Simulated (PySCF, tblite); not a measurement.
# C6H11FO: geometry, infrared bands and NMR shifts

What infrared bands and NMR shifts should C6H11FO (`CC/C=C(/CF)OC`) show?

The runs use tblite 0.8.0 and PySCF 2.14.0, with density-fitted response routines of our own; the level of theory stands in each step. All values are computed, except where a source is named. Atoms count from 0, in the outputs and in this text.

## 1. The molecule as given

19 atoms, charge 0, multiplicity 1; geometry from: force field or distance geometry start.

Bonds of the start (Å): C0–C1 1.53, C1–C2 1.48, C2–C3 1.33, C3–C4 1.50, C4–F5 1.38, C3–O6 1.37, O6–C7 1.41, C0–H8 1.13, C0–H9 1.09, C0–H10 1.10, C1–H11 1.11, C1–H12 1.13, C2–H13 1.10, C4–H14 1.11, C4–H15 1.11, C7–H16 1.10, C7–H17 1.11, C7–H18 1.11.

## 2. Optimising the geometry with GFN2-xTB

The job: settings as JSON, then the geometry in Å.

```
{"job": {"kind": "relax", "xc": "GFN2-xTB", "basis": "xTB"}, "charge": 0, "multiplicity": 1}
C      2.708500    -0.323400    -0.261400
C      1.638300    -0.474000     0.824100
C      0.672000     0.621700     0.560100
C     -0.599000     0.348700     0.287300
C     -1.541700     1.484600     0.032200
F     -2.575600     1.502600     0.939500
O     -1.129500    -0.917900     0.246100
C     -2.143900    -1.241900    -0.679200
H      2.243300     0.195700    -1.149400
H      3.512600     0.288500     0.157100
H      3.006900    -1.331900    -0.567000
H      1.171900    -1.482700     0.835000
H      2.070900    -0.209300     1.831100
H      1.053200     1.650000     0.581300
H     -1.889900     1.452100    -1.026300
H     -0.933800     2.410000     0.141900
H     -2.460100    -2.289500    -0.582700
H     -3.027500    -0.604000    -0.456900
H     -1.786500    -1.070000    -1.720100
```

Started as:

```
$ OMP_NUM_THREADS=1 python probes_run.py task.json out
```

The driver reads the jobs from task.json and runs them one after another.

**Question.** This job is followed by: GFN2-xTB harmonic vibrations, gas phase; GIAO PBE0/pcSseg-1 NMR shielding, non-relativistic, gas phase. Predict these results of the whole session: strongest single infrared mode (GFN2-xTB); zero-point energy (GFN2-xTB); 13C shifts against TMS (PBE0/pcSseg-1); 1H shifts against TMS (PBE0/pcSseg-1, means over atoms taken as alike); 19F shifts against CFCl3 (PBE0/pcSseg-1); 17O shifts against H2O (PBE0/pcSseg-1).

The runs gave:

| quantity | value |
| --- | --- |
| strongest single infrared mode (GFN2-xTB) | 1297 cm⁻¹, 71 km/mol |
| zero-point energy (GFN2-xTB) | 99.4 kcal/mol |
| 13C shifts against TMS (PBE0/pcSseg-1) | 157.4, 124.8, 84.8, 56.6, 22.7, 17.0 ppm |
| 1H shifts against TMS (PBE0/pcSseg-1, means over atoms taken as alike) | 5.14, 5.03, 4.02, 2.28, 0.95 ppm |
| 19F shifts against CFCl3 (PBE0/pcSseg-1) | -229.2 ppm |
| 17O shifts against H2O (PBE0/pcSseg-1) | 91.2 ppm |

**Reading.** Over 120 steps the energy fell by 0.547 eV; of the close pairs, C0–H8 changed most, 1.129 to 1.087 Å. All 51 modes are real, so the xTB geometry is a minimum. The strongest single mode, at 1297 cm⁻¹, is spread over several atoms, H13, H12, C3, C1 among them. Unscaled tight-binding wavenumbers are off by several per cent, some by more. Its intensities can rank the bands wrongly. The most deshielded carbon is C3 (alkene carbon bearing oxygen), at 157.4 ppm: an sp2 carbon further deshielded by the attached heteroatom. The most deshielded hydrogen is H14, H15 (mean) (hydrogen on an allylic sp3 CH2 bonded to F), at 5.14 ppm: its carbon carries F, hence the downfield position.
